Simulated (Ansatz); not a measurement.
# Ta4NiO11 (P1) in Ansatz: reference runs, part 2 of 3

Ansatz 0.2.0. Earlier steps stand in the parts before.

## Step 3: Single point, PBE, collinear spin, ferromagnetic start (atoms moved at random, drawn with an rms of 0.05 Å)

The input, input.yaml:

```yaml
crystal:
  lattice:
    - [5.29285, -0.00032, -0.02518]
    - [-0.0419, 5.33569, 0.0234]
    - [-0.4762, -0.07999, 7.89609]
  atoms:
    - { symbol: Ta, position: [0.514561, 0.470329, 0.519594] }
    - { symbol: Ta, position: [0.554453, 0.527732, 0.980284] }
    - { symbol: Ta, position: [0.017094, 0.986806, 0.512212] }
    - { symbol: Ta, position: [0.047688, 0.020559, 0.019158] }
    - { symbol: Ni, position: [0.065466, 0.583786, 0.267403], spin: 1.0 }
    - { symbol: O, position: [0.97346, 0.936052, 0.23902] }
    - { symbol: O, position: [0.212778, 0.288207, 0.424724] }
    - { symbol: O, position: [0.271221, 0.714132, 0.059175] }
    - { symbol: O, position: [0.336173, 0.242445, 0.038953] }
    - { symbol: O, position: [0.312246, 0.755979, 0.465996] }
    - { symbol: O, position: [0.502382, 0.450383, 0.751391] }
    - { symbol: O, position: [0.714163, 0.166558, 0.490224] }
    - { symbol: O, position: [0.727023, 0.840361, 0.937323] }
    - { symbol: O, position: [0.85265, 0.359757, 0.075332] }
    - { symbol: O, position: [0.818474, 0.661631, 0.477223] }
    - { symbol: O, position: [0.073483, 0.013462, 0.755019] }
hamiltonian:
  xc: pbe
  pseudopotentials: { kind: paw }
magnetization:
  spin_polarized: true
kpoints:
  mp_grid: { grid: [5, 5, 4] }
scf:
  occupations: { method: fermi_dirac, width: 0.05 }
output:
  forces: true
  stress: true
  eigenvalues: true
  write_density: true
  write_potential: true
  elf: true
  volumetric_format: npy
```

Potentials or basis: Ansatz PAW.

Command:

```bash
> ansatz run input.yaml --threads 8 --pin off --max-ram 20480MiB --backend cpu --events-out ev --progress --plain --runs-dir out
```

The program printed:

```text
Warning: RAYON_NUM_THREADS=8 ignored (pool sized by the plan → 8); use --threads N
Engine: ansatz 0.2.0, aarch64-unknown-linux-gnu
Pseudopotentials: kind: paw
Pseudopotential: Ta, paw, valence charge 13, recommended cutoff 420 eV (normal), Ta.paw.azcp
Pseudopotential: Ni, paw, valence charge 18, recommended cutoff 420 eV (normal), Ni.paw.azcp
Pseudopotential: O, paw, valence charge 6, recommended cutoff 420 eV (normal), O.paw.azcp
Functional definition: PBE
  parameter kappa = 0.804
  parameter beta = 0.06672455060314922
  exchange = pbe_x(kappa = kappa, mu = beta*pi^2/3)
  correlation = pbe_c(beta = beta)
Crystal: 16 atoms, lattice volume = 222.939 Å³
Basis set: ecut = 420 eV, 4345 PW (Γ), exchange–correlation on 72×72×108 points (8 copies of the dense FFT grid, shifted against one another)
Bands: 85, of which v1, the nominal top of the filled ones, is band 68 counted from 1 (67 counted from 0)
Symmetry: 1 space group operations
Space group: P1 (ITA 1), of the structure as read, at distance tolerance 6.1e-5 Å
Magnetic group: BNS 1.1 (UNI 1), of the structure as read, at distance tolerance 6.1e-5 Å
k-points: 51 of 100 (time reversal used)
Non-local potential: Ta, projectors of the file, l = 0: 3, l = 1: 2, l = 2: 2, l = 3: 1
Non-local potential: Ni, projectors of the file, l = 0: 3, l = 1: 2, l = 2: 3, l = 3: 1
Non-local potential: O, projectors of the file, l = 0: 2, l = 1: 2, l = 2: 1
PAW form: soft (Blöchl's): semilocal exchange-correlation on the pseudo side does not see the compensation charge
PAW one-centre angular grid: Ta, 590 points (default); XC on 64 Gauss nodes
PAW one-centre angular grid: Ni, 590 points (default); XC on 64 Gauss nodes
PAW one-centre angular grid: O, 110 points (default); XC on 64 Gauss nodes
Initial density: superposition of atomic densities (chi_scale 0.1, normalization cell, long waves kept (reshape's long-wave potential 0.16 eV rms))
[... 24 lines left out ...]
SCF 1 converged in 15 iterations: F = -51822.208319 eV  dr2 = 1.55e-8
SCF converged after 15 iterations
Magnetization: 2.0000 μB (69.0000 up, 67.0000 down)
Absolute magnetization: 2.0920 μB (∫|ρ↑−ρ↓|, with the PAW one-centre terms)
Spin contamination: 0.0046 ħ² per cell (⟨S²⟩ above its minimum at these occupations)
Per-site moments (μB) at R_I (Å): [(0.0018439956499102066, 0.7600831519258694), (0.002360533332793877, 0.7662490909295434), (3.4247111803934884e-5, 0.7729270514206165), (0.0020116874852634135, 0.769179775306987), (1.5006990220003962, 0.8067979321073749), (0.08517831554423866, 0.769179775306987), (0.03908076268041609, 0.8115889701119269), (0.06855789679447383, 0.8003734527229941), (0.0042745682477942585, 0.7930409905057333), (0.06786291442707618, 0.7852014644091603), (0.0018437829309939353, 0.7600831519258694), (0.0032832207274663037, 0.7729270514206165), (0.0058558080694999905, 0.7992990474262537), (0.049277141487305276, 0.797229130764765), (0.04725066022297226, 0.8029928814420542), (0.003912789507871501, 0.7956868505267096)]
Free energy (F): -51822.208319 eV
Harris-Foulkes:  -51822.208319 eV  (|F-HF|=3.26e-9)
Internal energy: -51822.208317 eV  (E = F + TS)
E sigma→0 (E₀):  -51822.208318 eV
Entropy (-TS):   -0.000002 eV (-0.000 meV/atom)
Fermi energy:    8.045219 eV
--- Per-component energies (eV) ---
  E_band       = -1570.751167
  E_kinetic    = 3645.773099
  E_local      = -14613.436052  (includes V_loc(G=0)·N_el)
  E_nonlocal   = 1229.892690
  E_hartree    = 5744.495963
  E_xc         = -1758.569570
  E_vxc        = -1944.936982  (∫ρ·V_xc dr)
  E_paw        = -36960.223667  (= ΣΔE_a)
  E_vpaw       = -1377.065314  (= ΣTr[D̂ρ^β])
  E_aug_tail   = 0.028010  (compensation charges beyond the density's cutoff)
  E_ewald      = -9110.168791
  E_smearing   = -0.000002  (= −TS)
  E_closure    = -0.000000  (closes the sum)
  Σ components = -51822.208319   (vs F -51822.208319, Δ=0.00e0)
--- Forces (eV/Å), atoms counted from 1 ---
  atom   1  Ta     0.73154712    -0.72944706    -0.01659750
  atom   2  Ta     0.33634600     0.43360727     0.40131372
  atom   3  Ta     0.37749107     0.41271523     0.77467657
  atom   4  Ta     0.11826743     0.45524210    -1.09853813
  atom   5  Ni     0.10310445    -0.45677656    -0.06228508
  atom   6  O     -0.34605936    -0.03821286     1.01383966
[... 8 lines left out ...]
  atom  15  O     -0.04599999    -0.23542587     0.00461232
  atom  16  O      0.14685089    -0.06500668    -1.36144536
  max |Σ_I F_I| component: 4.64e-5 eV/Å
--- Stress (GPa, compression-positive) ---
        0.188399      -2.102351      -0.718054
       -2.102350      -0.078810      -0.053530
       -0.718054      -0.053531       0.691561
  P = ⅓ Tr σ = 0.2671 GPa (2.671 kbar)
--- Band table (eV; the first three rows and the last of 102) ---
  k-point 0 ↑: bands = ["-96.4523", "-60.9295", "-60.7803", "-60.6393", "-60.6045", "-56.9597", "-56.9154", "-56.6191", "-27.8005", "-27.5542", "-27.5122", "-27.4942", "-27.3703", "-27.3154", "-27.2818", "-27.2671", "-27.2120", "-27.1578", "-27.1240", "-27.0370", "-11.2660", "-10.9017", "-10.6439", "-10.3872", "-10.0419", "-9.8087", "-9.5799", "-9.5177", "-9.2855", "-8.9618", "-8.5220", "1.1677", "1.3018", "1.3844", "1.5043", "1.8804", "1.9066", "2.0052", "2.1985", "2.3321", "2.4521", "2.7010", "2.9815", "3.1708", "3.2666", "3.5144", "3.7393", "4.0371", "4.2249", "4.3452", "4.5073", "4.7193", "5.0009", "5.3671", "5.3980", "5.4223", "5.6040", "5.7521", "5.8398", "5.9012", "5.9706", "6.0991", "6.2434", "6.4094", "6.5756", "6.7029", "6.8115", "7.0156", "7.3333", "9.7301", "10.1769", "10.4004", "10.6355", "10.7136", "11.1332", "11.3324", "11.9171", "12.2890", "12.3636", "12.4968", "12.6643", "12.9209", "13.1334", "13.8758", "14.3241"]
  k-point 1 ↑: bands = ["-96.4523", "-60.9295", "-60.7803", "-60.6393", "-60.6045", "-56.9597", "-56.9154", "-56.6191", "-27.7998", "-27.5542", "-27.5123", "-27.4948", "-27.3702", "-27.3143", "-27.2794", "-27.2616", "-27.2167", "-27.1613", "-27.1251", "-27.0371", "-11.2321", "-10.9491", "-10.6116", "-10.3848", "-9.9811", "-9.8106", "-9.5794", "-9.5169", "-9.2852", "-9.0713", "-8.5234", "1.1921", "1.2361", "1.4080", "1.6208", "1.8782", "1.9537", "2.0448", "2.2220", "2.3005", "2.6133", "2.7469", "3.0812", "3.1513", "3.3299", "3.5110", "3.5847", "3.9525", "4.0148", "4.2886", "4.4730", "4.6684", "4.9940", "5.1743", "5.3784", "5.4407", "5.6162", "5.7474", "5.8774", "5.9329", "6.0326", "6.1642", "6.2601", "6.4121", "6.5477", "6.7026", "6.8125", "7.0099", "7.3256", "9.7273", "10.1719", "10.5540", "10.7384", "10.8830", "11.1412", "11.3512", "11.9287", "12.2279", "12.3013", "12.4416", "12.7026", "12.9673", "13.1070", "13.3685", "13.9788"]
  k-point 2 ↑: bands = ["-96.4523", "-60.9295", "-60.7803", "-60.6393", "-60.6045", "-56.9597", "-56.9154", "-56.6191", "-27.7991", "-27.5542", "-27.5124", "-27.4954", "-27.3702", "-27.3134", "-27.2780", "-27.2508", "-27.2256", "-27.1650", "-27.1260", "-27.0371", "-11.1866", "-11.0036", "-10.5851", "-10.3823", "-9.8942", "-9.8173", "-9.5787", "-9.5150", "-9.2829", "-9.2040", "-8.5244", "1.1610", "1.2236", "1.4200", "1.7034", "1.8796", "1.9477", "2.1553", "2.2658", "2.4285", "2.6872", "2.7417", "3.2321", "3.3067", "3.3319", "3.3791", "3.5385", "3.7749", "3.8706", "4.1692", "4.3953", "4.6839", "4.7472", "5.0732", "5.3930", "5.4361", "5.5946", "5.7943", "5.9068", "5.9762", "6.0976", "6.2171", "6.2968", "6.4410", "6.5154", "6.6979", "6.8171", "7.0049", "7.3154", "9.7238", "10.1730", "10.6086", "10.9041", "11.0391", "11.3792", "11.6401", "11.7561", "12.0221", "12.2039", "12.2529", "12.7008", "12.8963", "13.0128", "13.2577", "13.5430"]
  k-point 50 ↓: bands = ["-94.4754", "-60.9273", "-60.7803", "-60.6366", "-60.6022", "-54.9502", "-54.9186", "-54.8432", "-27.7983", "-27.5265", "-27.5036", "-27.4910", "-27.3987", "-27.3169", "-27.2669", "-27.2470", "-27.2118", "-27.1540", "-27.1386", "-27.0445", "-11.0430", "-10.5967", "-10.2651", "-10.1202", "-9.9811", "-9.7966", "-9.7093", "-9.6494", "-9.5831", "-9.0448", "-8.7008", "1.2408", "1.4693", "1.7368", "1.8932", "1.9909", "2.0973", "2.3999", "2.5033", "2.6062", "2.8908", "2.9852", "3.2093", "3.4054", "3.5481", "3.7488", "3.8239", "4.1092", "4.1604", "4.4556", "4.4791", "4.7636", "4.9502", "5.0129", "5.1966", "5.3756", "5.3919", "5.6449", "5.8236", "5.9729", "6.0512", "6.1581", "6.2892", "6.4895", "7.0579", "7.2170", "7.2927", "8.6782", "9.1240", "10.3367", "10.5778", "10.8079", "10.8749", "11.0843", "11.3354", "11.5190", "11.6470", "12.0508", "12.2799", "12.4011", "12.5313", "12.9849", "13.5484", "13.7162", "14.5931"]
```

Run time: 67 s. Hardware: 8 threads of Arm Neoverse V1, shared host; peak memory 1.9 GiB.

Results:

```
Free energy            : -51822.2083 eV
Pressure               : 0.3 GPa
Largest force          : 1.371 eV/Å
Band gap on the k mesh : 1.25 eV, indirect (least direct gap 1.33 eV)
Net moment             : 2.00 μB per cell
Absolute moment        : 2.09 μB per cell
Site moments           : Ta +0.00; Ni +1.50; O +0.09, +0.04, +0.07, +0.00, +0.01, +0.05 μB
```

Forces on the atoms (eV/Å):
```
Ta   0.732 -0.729 -0.017
Ta   0.336  0.434  0.401
Ta   0.377  0.413  0.775
Ta   0.118  0.455 -1.099
Ni   0.103 -0.457 -0.062
O   -0.346 -0.038  1.014
O   -0.115 -0.395  0.300
O   -0.152  0.296  0.255
O    0.019 -0.307 -0.020
O   -0.344  0.560 -0.203
O   -0.172 -0.230 -0.664
O   -0.568  0.582 -0.065
O   -0.045 -0.528  0.511
O   -0.044  0.245  0.230
O   -0.046 -0.235  0.005
O    0.147 -0.065 -1.361
```

Stress tensor (GPa, compression positive):
```
 0.19 -2.10 -0.72
-2.10 -0.08 -0.05
-0.72 -0.05  0.69
```

Caveat: odd divisions of the mesh miss points on the zone boundary, where band edges often lie, so the gap on the mesh can be too wide; the pressure holds a Pulay correction of +0.6 GPa for the finite cutoff; spin-orbit coupling is left out, which moves the levels of the heavy elements; a cell with one magnetic atom can't hold antiferromagnetic order, which such compounds often take. A k mesh can miss the band edges.

## Step 4: Single point, PBE, collinear spin, ferromagnetic start, 13.10 Å³/atom (volume scaled by 0.94)

The input, input.yaml:

```yaml
crystal:
  lattice:
    - [5.1848023355, -0.0003134676, -0.0246659782]
    - [-0.041044658, 5.2267678044, 0.0229223149]
    - [-0.466478905, -0.0783570928, 7.7349000772]
  atoms:
    - { symbol: Ta, position: [0.52261, 0.46364, 0.51843] }
    - { symbol: Ta, position: [0.55532, 0.53163, 0.98083] }
    - { symbol: Ta, position: [0.02338, 0.98832, 0.50961] }
    - { symbol: Ta, position: [0.04916, 0.02484, 0.01689] }
    - { symbol: Ni, position: [0.06538, 0.57998, 0.26898], spin: 1.0 }
    - { symbol: O, position: [0.96711, 0.93834, 0.23892] }
    - { symbol: O, position: [0.21005, 0.28324, 0.4299] }
    - { symbol: O, position: [0.27287, 0.71995, 0.06145] }
    - { symbol: O, position: [0.33888, 0.2382, 0.03682] }
    - { symbol: O, position: [0.30665, 0.75341, 0.45874] }
    - { symbol: O, position: [0.50103, 0.44858, 0.74991] }
    - { symbol: O, position: [0.70564, 0.16332, 0.48732] }
    - { symbol: O, position: [0.73302, 0.83358, 0.9406] }
    - { symbol: O, position: [0.85284, 0.36497, 0.07896] }
    - { symbol: O, position: [0.81889, 0.65561, 0.47584] }
    - { symbol: O, position: [0.07718, 0.01239, 0.7468] }
hamiltonian:
  xc: pbe
  pseudopotentials: { kind: paw }
magnetization:
  spin_polarized: true
kpoints:
  mp_grid: { grid: [5, 5, 4] }
scf:
  occupations: { method: fermi_dirac, width: 0.05 }
output:
  forces: true
  stress: true
  eigenvalues: true
```

Command:

```bash
> ansatz run input.yaml --threads 8 --pin off --max-ram 20480MiB --backend cpu --events-out ev --progress --plain --runs-dir out
```

It took 54 s on 8 threads of Arm Neoverse V1, shared host; peak memory 1.8 GiB.

The run converged. Its results:

```
Free energy            : -51821.8178 eV
Pressure               : 14.4 GPa
Largest force          : 0.935 eV/Å
Band gap on the k mesh : 1.37 eV, indirect (least direct gap 1.46 eV)
Net moment             : 2.00 μB per cell
Absolute moment        : 2.09 μB per cell
Site moments           : Ta +0.00; Ni +1.49; O +0.09, +0.04, +0.06, +0.00, +0.07, +0.05 μB
```

Caveat: odd divisions of the mesh miss points on the zone boundary, where band edges often lie, so the gap on the mesh can be too wide; the pressure holds a Pulay correction of +0.6 GPa for the finite cutoff; spin-orbit coupling is left out, which moves the levels of the heavy elements; a cell with one magnetic atom can't hold antiferromagnetic order, which such compounds often take.

## Step 5: Single point, PBE, collinear spin, ferromagnetic start, 13.38 Å³/atom (volume scaled by 0.96)

input.yaml: that of step 4 with these lines changed.

```diff
@@ -2,5 +2,5 @@
   lattice:
-    - [5.1848023355, -0.0003134676, -0.0246659782]
-    - [-0.041044658, 5.2267678044, 0.0229223149]
-    - [-0.466478905, -0.0783570928, 7.7349000772]
+    - [5.221316231, -0.0003156751, -0.024839688]
+    - [-0.0413337144, 5.2635772412, 0.023083745]
+    - [-0.4697640759, -0.0789089215, 7.7893729992]
   atoms:
```

Command:

```bash
> ansatz run input.yaml --threads 8 --pin off --max-ram 20480MiB --backend cpu --events-out ev --progress --plain --runs-dir out
```

It took 57 s on 8 threads of Arm Neoverse V1, shared host; peak memory 1.8 GiB.

The run converged. Its results:

```yaml
Free_energy: -51822.1422 eV
Pressure: 9.1 GPa
Largest_force: 0.598 eV/Å
Band_gap_on_the_k_mesh: 1.35 eV, indirect (least direct gap 1.44 eV)
Net_moment: 2.00 μB per cell
Absolute_moment: 2.09 μB per cell
Site_moments: Ta +0.00; Ni +1.50; O +0.09, +0.04, +0.06, +0.00, +0.07, +0.05 μB
```

Caveat: odd divisions of the mesh miss points on the zone boundary, where band edges often lie, so the gap on the mesh can be too wide; the pressure holds a Pulay correction of +0.6 GPa for the finite cutoff; spin-orbit coupling is left out, which moves the levels of the heavy elements; a cell with one magnetic atom can't hold antiferromagnetic order, which such compounds often take.

## Step 6: Single point, PBE, collinear spin, ferromagnetic start, 13.66 Å³/atom (volume scaled by 0.98)

input.yaml: that of step 5 with these lines changed.

```diff
@@ -2,5 +2,5 @@
   lattice:
-    - [5.221316231, -0.0003156751, -0.024839688]
-    - [-0.0413337144, 5.2635772412, 0.023083745]
-    - [-0.4697640759, -0.0789089215, 7.7893729992]
+    - [5.2573264464, -0.0003178523, -0.0250110016]
+    - [-0.0416187835, 5.299878921, 0.0232429483]
+    - [-0.4730039305, -0.0794531382, 7.8430945106]
   atoms:
```

Potentials or basis: Ansatz PAW.

Command:

```bash
> ansatz run input.yaml --threads 8 --pin off --max-ram 20480MiB --backend cpu --events-out ev --progress --plain --runs-dir out
```

Run time: 59 s. Hardware: 8 threads of Arm Neoverse V1, shared host; peak memory 1.8 GiB.

The run converged. Its results:

```
Free energy            : -51822.3267 eV
Pressure               : 4.3 GPa
Largest force          : 0.287 eV/Å
Band gap on the k mesh : 1.34 eV, indirect (least direct gap 1.43 eV)
Net moment             : 2.00 μB per cell
Absolute moment        : 2.09 μB per cell
Site moments           : Ta +0.00; Ni +1.50; O +0.09, +0.04, +0.06, +0.00, +0.07, +0.05 μB
```

Caveat: odd divisions of the mesh miss points on the zone boundary, where band edges often lie, so the gap on the mesh can be too wide; the pressure holds a Pulay correction of +0.6 GPa for the finite cutoff; spin-orbit coupling is left out, which moves the levels of the heavy elements; a cell with one magnetic atom can't hold antiferromagnetic order, which such compounds often take.

## Step 7: Single point, PBE, collinear spin, ferromagnetic start, 13.93 Å³/atom

input.yaml: that of step 6 with these lines changed.

```diff
@@ -2,5 +2,5 @@
   lattice:
-    - [5.2573264464, -0.0003178523, -0.0250110016]
-    - [-0.0416187835, 5.299878921, 0.0232429483]
-    - [-0.4730039305, -0.0794531382, 7.8430945106]
+    - [5.29285, -0.00032, -0.02518]
+    - [-0.0419, 5.33569, 0.0234]
+    - [-0.4762, -0.07999, 7.89609]
   atoms:
@@ -35 +35,5 @@
   eigenvalues: true
+  write_density: true
+  write_potential: true
+  elf: true
+  volumetric_format: npy
```

Command:

```bash
> ansatz run input.yaml --threads 8 --pin off --max-ram 20480MiB --backend cpu --events-out ev --progress --plain --runs-dir out
```

Run time: 68 s. Hardware: 8 threads of Arm Neoverse V1, shared host; peak memory 1.9 GiB.

It converged, with:

```yaml
Free_energy: -51822.3850 eV
Pressure: 0.0 GPa
Largest_force: 0.010 eV/Å
Band_gap_on_the_k_mesh: 1.32 eV, indirect (least direct gap 1.41 eV)
Net_moment: 2.00 μB per cell
Absolute_moment: 2.09 μB per cell
Site_moments: Ta +0.00; Ni +1.51; O +0.09, +0.04, +0.06, +0.00, +0.07, +0.05 μB
```

Caveat: odd divisions of the mesh miss points on the zone boundary, where band edges often lie, so the gap on the mesh can be too wide; the pressure holds a Pulay correction of +0.6 GPa for the finite cutoff; spin-orbit coupling is left out, which moves the levels of the heavy elements; a cell with one magnetic atom can't hold antiferromagnetic order, which such compounds often take.

## Step 8: Single point, PBE, collinear spin, ferromagnetic start, 14.21 Å³/atom (volume scaled by 1.02)

input.yaml: that of step 7 with these lines changed.

```diff
@@ -2,5 +2,5 @@
   lattice:
-    - [5.29285, -0.00032, -0.02518]
-    - [-0.0419, 5.33569, 0.0234]
-    - [-0.4762, -0.07999, 7.89609]
+    - [5.3279030083, -0.0003221193, -0.0253467598]
+    - [-0.0421774915, 5.3710267252, 0.0235549714]
+    - [-0.4793537343, -0.0805197505, 7.9483835107]
   atoms:
```

Command:

```bash
> ansatz run input.yaml --threads 8 --pin off --max-ram 20480MiB --backend cpu --events-out ev --progress --plain --runs-dir out
```

It took 64 s on 8 threads of Arm Neoverse V1, shared host; peak memory 1.9 GiB.

It converged, with:

| Property | Result |
| --- | --- |
| Free energy | -51822.3306 eV |
| Pressure | -3.9 GPa |
| Largest force | 0.263 eV/Å |
| Band gap on the k mesh | 1.31 eV, indirect (least direct gap 1.39 eV) |
| Net moment | 2.00 μB per cell |
| Absolute moment | 2.09 μB per cell |
| Site moments | Ta +0.00; Ni +1.51; O +0.09, +0.04, +0.06, +0.00, +0.07, +0.05 μB |

Caveat: odd divisions of the mesh miss points on the zone boundary, where band edges often lie, so the gap on the mesh can be too wide; the pressure holds a Pulay correction of +0.6 GPa for the finite cutoff; spin-orbit coupling is left out, which moves the levels of the heavy elements; a cell with one magnetic atom can't hold antiferromagnetic order, which such compounds often take.

(Continued in part 3 of 3.)
